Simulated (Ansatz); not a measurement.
# CH₇ClSi₂: up Jacob's ladder to CCSD(T)

An exercise on one series of results from a longer session: the logs are not shown, and one member is left open.

Computed with Ansatz 0.2.0, Gaussian basis. Level: functionals in def2-TZVPP, the program's frozen cores in correlated methods.

Plan: LDA (SPW92), PBE-D4, revPBE-D4, BLYP-D4, r2SCAN-D4, B97M-V, PBE0-D4, B3LYP-D4, r2SCANh-D4, r2SCAN0-D4, HSE06-D4, BHLYP-D4, CAM-B3LYP-D4, LC-ωPBE, ωB97X-V, ωB97M-V, B2PLYP, PBE-QIDH; CCSD(T)/def2-SVP; CCSD(T)/def2-TZVPP; MP2/def2-QZVPP; extrapolation to the limit; RPA on PBE.

### The relaxed structure

The geometry comes from an earlier relaxation with PBE0-D4 in a triple-zeta def2 set; it is a stationary point, not always the lowest conformer.

SMILES `[SiH3]C[SiH2]Cl`, 11 atoms, charge 0, spin multiplicity 1.

Atoms are counted from 1 here; the program's logs count them from 0.

Bond lengths: Si1–C2 1.877 Å, Si1–H5 1.486 Å, Si1–H6 1.487 Å, Si1–H7 1.487 Å, C2–Si3 1.856 Å, C2–H8 1.095 Å, C2–H9 1.095 Å, Si3–Cl4 2.062 Å, Si3–H10 1.483 Å, Si3–H11 1.483 Å. Angles: C2–Si1–H5 110.5°, C2–Si1–H6 110.2°, C2–Si1–H7 110.2°, H5–Si1–H6 108.7°, H5–Si1–H7 108.7°, H6–Si1–H7 108.5°, Si1–C2–Si3 114.4°, Si1–C2–H8 108.8°, Si1–C2–H9 108.8°, Si3–C2–H8 108.7°, Si3–C2–H9 108.7°, H8–C2–H9 107.3°, C2–Si3–Cl4 110.3°, C2–Si3–H10 111.0°, C2–Si3–H11 111.0°, Cl4–Si3–H10 107.3°, Cl4–Si3–H11 107.3°, H10–Si3–H11 109.8°.

As a file:

```
Si    1.00631    1.28563   -0.18286
C    -0.57042    0.28271   -0.35614
Si   -0.49984   -1.39742    0.42905
Cl   -2.28752   -2.38827    0.15866
H     0.85435    2.61066   -0.83876
H     1.32388    1.49765    1.25418
H     2.14330    0.56672   -0.81630
H    -1.39740    0.84428    0.09108
H    -0.79722    0.16268   -1.42078
H     0.56146   -2.22883   -0.18767
H    -0.27149   -1.29281    1.89015
```

The first run:

in.yaml reads:

```yaml
crystal:
  periodic: [false, false, false]
  atoms:
    - {symbol: Si, position_ang: [1.006305, 1.285626, -0.182863]}
    - {symbol: C, position_ang: [-0.570416, 0.282714, -0.356140]}
    - {symbol: Si, position_ang: [-0.499845, -1.397423, 0.429046]}
    - {symbol: Cl, position_ang: [-2.287518, -2.388267, 0.158663]}
    - {symbol: H, position_ang: [0.854349, 2.610656, -0.838759]}
    - {symbol: H, position_ang: [1.323876, 1.497648, 1.254176]}
    - {symbol: H, position_ang: [2.143298, 0.566723, -0.816298]}
    - {symbol: H, position_ang: [-1.397398, 0.844278, 0.091076]}
    - {symbol: H, position_ang: [-0.797221, 0.162685, -1.420781]}
    - {symbol: H, position_ang: [0.561458, -2.228829, -0.187673]}
    - {symbol: H, position_ang: [-0.271488, -1.292808, 1.890153]}
basis:
  gaussian: {orbitals: def2-TZVPP}
hamiltonian: {xc: lda}
output: {orbitals: {seedname: orbitals}}
```

Among the steps run: LDA; PBE-D4 (GGA); revPBE-D4 (GGA); BLYP-D4 (GGA); r2SCAN-D4 (meta-GGA); B97M-V (meta-GGA); PBE0-D4 (hybrid); B3LYP-D4 (hybrid); r2SCANh-D4 (hybrid); r2SCAN0-D4 (hybrid); HSE06-D4 (hybrid); BHLYP-D4 (hybrid); CAM-B3LYP-D4 (range-separated); LC-ωPBE-D4 (range-separated; the results give it without D4); ωB97X-V (range-separated); ωB97M-V (range-separated); B2PLYP (double hybrid); PBE-QIDH (double hybrid).

One table of the session follows, with a row left open; its other results are not shown here.

It belongs to the step «Orbital energies across the functionals». 

```
  functional  HOMO (eV)  gap (eV)
 LDA (SPW92)      -7.48      6.31
      PBE-D4      -7.38      6.48
   revPBE-D4      -7.33      6.56
     BLYP-D4      -7.23      6.49
   r2SCAN-D4      -7.70      7.15
      B97M-V      -7.85      7.13
     PBE0-D4      -8.68      8.65
    B3LYP-D4      -8.44      8.22
  r2SCANh-D4      -8.18      7.92
  r2SCAN0-D4          ?         ?
    HSE06-D4      -8.28      7.88
    BHLYP-D4      -9.87     10.78
CAM-B3LYP-D4     -10.02     11.04
     LC-ωPBE     -11.40     13.57
     ωB97X-V     -11.04     13.07
     ωB97M-V     -10.88     12.63
```

Estimate the missing values for r2SCAN0-D4.

Worked estimate for «HOMO (eV)». Against the share of exact exchange, r2SCAN-D4 (0, -7.70), r2SCANh-D4 (0.1, -8.18) give a slope of -4.80 per unit share; at 0.25 the line stands at -8.90.

**Answer.** HOMO (eV): -8.89; gap (eV): 9.06. In «HOMO (eV)» the line misses by -0.01.
